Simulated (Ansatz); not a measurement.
**FGeH5O2Si: a ladder of functionals and wavefunction methods**

The task here is to estimate one member of a computed series from the others.

The runs use Ansatz 0.2.0, Gaussian basis; functionals in def2-TZVPP, the program's frozen cores in correlated methods.

Levels to be run: PBE-D4, r2SCAN-D4, PBE0-D4, B3LYP-D4, ωB97X-V, ωB97M-V, B2PLYP; CCSD(T)/def2-TZVPP; MP2/def2-QZVPP; extrapolation to the limit.

## The geometry

All runs share one geometry, relaxed beforehand with PBE0-D4 in a triple-zeta def2 set.

10 atoms, charge 0, spin multiplicity 1.

Atoms are counted from 1 here; the program's logs count them from 0.

Bond lengths: O1–Si2 1.623 Å, O1–H6 0.958 Å, Si2–F3 1.598 Å, Si2–O4 1.614 Å, Si2–H7 1.469 Å, O4–Ge5 1.784 Å, Ge5–H8 1.532 Å, Ge5–H9 1.534 Å, Ge5–H10 1.536 Å. Angles: Si2–O1–H6 118.8°, O1–Si2–F3 110.4°, O1–Si2–O4 111.0°, O1–Si2–H7 107.1°, F3–Si2–O4 107.7°, F3–Si2–H7 107.2°, O4–Si2–H7 113.4°, Si2–O4–Ge5 135.8°, O4–Ge5–H8 105.1°, O4–Ge5–H9 107.7°, O4–Ge5–H10 108.5°, H8–Ge5–H9 111.9°, H8–Ge5–H10 111.8°, H9–Ge5–H10 111.5°.

Set-up of the first run:

The input, in.yaml:

```yaml
crystal:
  periodic: [false, false, false]
  atoms:
    - {symbol: O, position_ang: [-2.289778, -1.039451, -0.635546]}
    - {symbol: Si, position_ang: [-1.315673, 0.071355, 0.035901]}
    - {symbol: F, position_ang: [-1.224228, -0.149715, 1.616151]}
    - {symbol: O, position_ang: [0.180110, -0.033522, -0.560470]}
    - {symbol: Ge, position_ang: [1.819667, 0.351100, 0.026925]}
    - {symbol: H, position_ang: [-1.946892, -1.920891, -0.789340]}
    - {symbol: H, position_ang: [-1.940492, 1.383198, -0.183414]}
    - {symbol: H, position_ang: [2.677708, 0.471232, -1.236635]}
    - {symbol: H, position_ang: [2.279591, -0.807334, 0.921722]}
    - {symbol: H, position_ang: [1.759989, 1.674018, 0.804696]}
basis:
  gaussian: {orbitals: def2-TZVPP}
hamiltonian: {xc: pbe, dispersion: d4}
output: {forces: true, orbitals: {seedname: orbitals}}
```

Launch:

```console
ansatz run in.yaml --threads 2 --pin off --events-out ev --progress --plain --max-ram 32768MiB --backend cpu
```

Steps of the session up to this table: PBE-D4 (GGA); r2SCAN-D4 (meta-GGA); PBE0-D4 (hybrid); B3LYP-D4 (hybrid); ωB97X-V (range-separated); ωB97M-V (range-separated); B2PLYP (double hybrid); CCSD(T) in def2-TZVPP; MP2 in def2-QZVPP.

One table of the session follows, with a row left open; its other results are not shown here.

It belongs to the step «Atomisation energies». 

```
            method  atomisation energy (kJ/mol)
            PBE-D4                       3604.7
         r2SCAN-D4                            ?
           PBE0-D4                       3539.5
          B3LYP-D4                       3579.5
           ωB97X-V                       3627.1
           ωB97M-V                       3607.6
            B2PLYP                       3568.5
     HF/def2-TZVPP                       2621.7
    MP2/def2-TZVPP                       3621.6
   CCSD/def2-TZVPP                       3494.2
CCSD(T)/def2-TZVPP                       3543.5
           MP2/CBS                       3721.1
       CCSD(T)/CBS                       3642.9
```

**Question.** Estimate the row for r2SCAN-D4.

The run gave: atomisation energy (kJ/mol): 3612.3. In the column «atomisation energy (kJ/mol)» it lies between ωB97M-V (3607.6) and MP2/def2-TZVPP (3621.6).

Limits of these values: Free atoms (2 O, 1 Si, 1 F, 1 Ge, 5 H) were run apart at each level; the atomisation energy is their sum less the molecule, without zero-point or spin-orbit terms.
